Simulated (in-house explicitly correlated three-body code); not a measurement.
# Two electrons around a charge of +1.29: exact states and exact Kohn–Sham parts

Aim: the lowest states of two electrons around a charge of +1.29 to near-exact accuracy, with their sizes and correlation, then the exact Kohn–Sham parts of the ground state and the errors of common functionals.

The numbers are computed with in-house explicitly correlated three-body code version 1 (two electrons, non-relativistic, variational in exponentially correlated functions), except any that are marked as measured or tabulated.

**1. What is computed**

```
charge of the centre : +1.29
mass of the centre   : infinite
interactions         : Coulomb
basis                : 260 functions exp(−a r1 − b r2 − g r12) a state, exponent ranges optimised
units                : hartree and bohr; relativity and QED are left out
```

**2. The run**

Settings:

```ini
Z = 1.29
interaction_strength = 1.0
functions = 260
states_tried = 13
```

Command:

```sh
python run_hyl.py task.json out
```

**Question.** What will these runs give? Wanted: ground-state energy; binding of the second electron; ⟨r12⟩, ⟨cos θ12⟩; resonance line 1 ¹S–2 ¹P; Ts, Ex, Ec; exact less Hartree–Fock.

**Answer**, as computed:

| quantity | value |
| --- | --- |
| ground-state energy | -1.01023101 hartree |
| binding of the second electron | 4.8486 eV |
| ⟨r12⟩, ⟨cos θ12⟩ | 2.662 bohr, -0.0935 |
| resonance line 1 ¹S–2 ¹P | 4.5614 eV, f = 0.0478 |
| Ts, Ex, Ec (Kohn–Sham) | 0.97847, -0.57576, -0.04053 hartree |
| exact less Hartree–Fock | -0.04013 hartree |

The second electron is bound by 4.849 eV, and the mean cosine of -0.094 shows the electrons leaning only slightly to opposite sides. The virial ratio −T/E is 1.0000000, where an exact Coulomb state gives 1. Exchange puts 2 ³S 0.134 eV under 2 ¹S. On the exact density SCAN errs least (-0.3 millihartree) and LDA PW92 most (+28.5). Self-consistent top levels of the semilocal functionals lie +4.0 to +4.3 eV from minus the binding energy, the exact Kohn–Sham level.
